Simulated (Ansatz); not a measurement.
**C2H5F3Si: one species, many methods**

The task here is to estimate one member of a computed series from the others.

Program: Ansatz 0.2.0, Gaussian basis. Level of theory: functionals in def2-TZVPP, the program's frozen cores in correlated methods. These are calculated values, not measurements.

Levels to be run: PBE-D4, r2SCAN-D4, PBE0-D4, B3LYP-D4, ωB97X-V, ωB97M-V, B2PLYP; CCSD(T)/def2-TZVPP; MP2/def2-QZVPP; extrapolation to the limit.

**The geometry**

All runs share one geometry, relaxed beforehand with PBE0-D4 in a triple-zeta def2 set.

SMILES `CC(F)(F)[SiH2]F`, 11 atoms, charge 0, spin multiplicity 1.

Atoms are counted from 1 here; the program's logs count them from 0.

Bond lengths: C1–C2 1.500 Å, C1–H7 1.091 Å, C1–H8 1.092 Å, C1–H9 1.091 Å, C2–F3 1.373 Å, C2–F4 1.379 Å, C2–Si5 1.916 Å, Si5–F6 1.598 Å, Si5–H10 1.481 Å, Si5–H11 1.478 Å. Angles: C2–C1–H7 110.2°, C2–C1–H8 109.2°, C2–C1–H9 110.0°, H7–C1–H8 109.2°, H7–C1–H9 109.0°, H8–C1–H9 109.3°, C1–C2–F3 109.0°, C1–C2–F4 109.2°, C1–C2–Si5 117.2°, F3–C2–F4 106.0°, F3–C2–Si5 108.8°, F4–C2–Si5 106.1°, C2–Si5–F6 107.9°, C2–Si5–H10 109.1°, C2–Si5–H11 109.5°, F6–Si5–H10 108.4°, F6–Si5–H11 109.3°, H10–Si5–H11 112.5°.

Coordinates:

```xyz
11
charge 0, multiplicity 1
C    -0.38865   -0.61634    1.24759
C    -0.11664   -0.59803   -0.22748
F    -1.24996   -0.99169   -0.89533
F     0.84519   -1.54077   -0.52347
Si    0.50464    1.04989   -0.98152
F    -0.54557    2.19250   -0.59976
H     0.51797   -0.36747    1.80106
H    -0.72470   -1.61415    1.53819
H    -1.16460    0.11046    1.49206
H     1.81214    1.39603   -0.37824
H     0.57558    0.92247   -2.45260
```

Set-up of the first run:

Contents of in.yaml:

```yaml
crystal:
  periodic: [false, false, false]
  atoms:
    - {symbol: C, position_ang: [-0.388651, -0.616337, 1.247593]}
    - {symbol: C, position_ang: [-0.116642, -0.598026, -0.227481]}
    - {symbol: F, position_ang: [-1.249959, -0.991693, -0.895329]}
    - {symbol: F, position_ang: [0.845189, -1.540770, -0.523472]}
    - {symbol: Si, position_ang: [0.504636, 1.049889, -0.981520]}
    - {symbol: F, position_ang: [-0.545569, 2.192502, -0.599764]}
    - {symbol: H, position_ang: [0.517968, -0.367473, 1.801059]}
    - {symbol: H, position_ang: [-0.724701, -1.614147, 1.538192]}
    - {symbol: H, position_ang: [-1.164600, 0.110459, 1.492058]}
    - {symbol: H, position_ang: [1.812145, 1.396029, -0.378237]}
    - {symbol: H, position_ang: [0.575582, 0.922467, -2.452601]}
basis:
  gaussian: {orbitals: def2-TZVPP}
hamiltonian: {xc: pbe, dispersion: d4}
output: {forces: true, orbitals: {seedname: orbitals}}
```

Command:

```console
> ansatz run in.yaml --threads 4 --pin off --events-out ev --progress --plain --max-ram 10444MiB
```

Steps of the session up to this table: PBE-D4 (GGA); r2SCAN-D4 (meta-GGA); PBE0-D4 (hybrid); B3LYP-D4 (hybrid); ωB97X-V (range-separated); ωB97M-V (range-separated); B2PLYP (double hybrid); CCSD(T) in def2-TZVPP; MP2 in def2-QZVPP.

One table of the session follows, with a row left open; its other results are not shown here.

| method | atomisation energy (eV) |
| --- | --- |
| PBE-D4 | 44.163 |
| r2SCAN-D4 | 43.425 |
| PBE0-D4 | 43.181 |
| B3LYP-D4 | 43.133 |
| ωB97X-V | 43.475 |
| ωB97M-V | 43.416 |
| B2PLYP | 42.802 |
| HF/def2-TZVPP | 31.722 |
| MP2/def2-TZVPP | 43.227 |
| CCSD/def2-TZVPP | ? |
| CCSD(T)/def2-TZVPP | 42.191 |
| MP2/CBS | 44.387 |
| CCSD(T)/CBS | 43.351 |

**Question.** Estimate the row for CCSD/def2-TZVPP.

**Answer.** atomisation energy (eV): 41.556. In the column «atomisation energy (eV)» it lies between HF/def2-TZVPP (31.722) and CCSD(T)/def2-TZVPP (42.191).

Limits of these values: Free atoms (2 C, 3 F, 1 Si, 5 H) were run apart at each level; the atomisation energy is their sum less the molecule, without zero-point or spin-orbit terms.
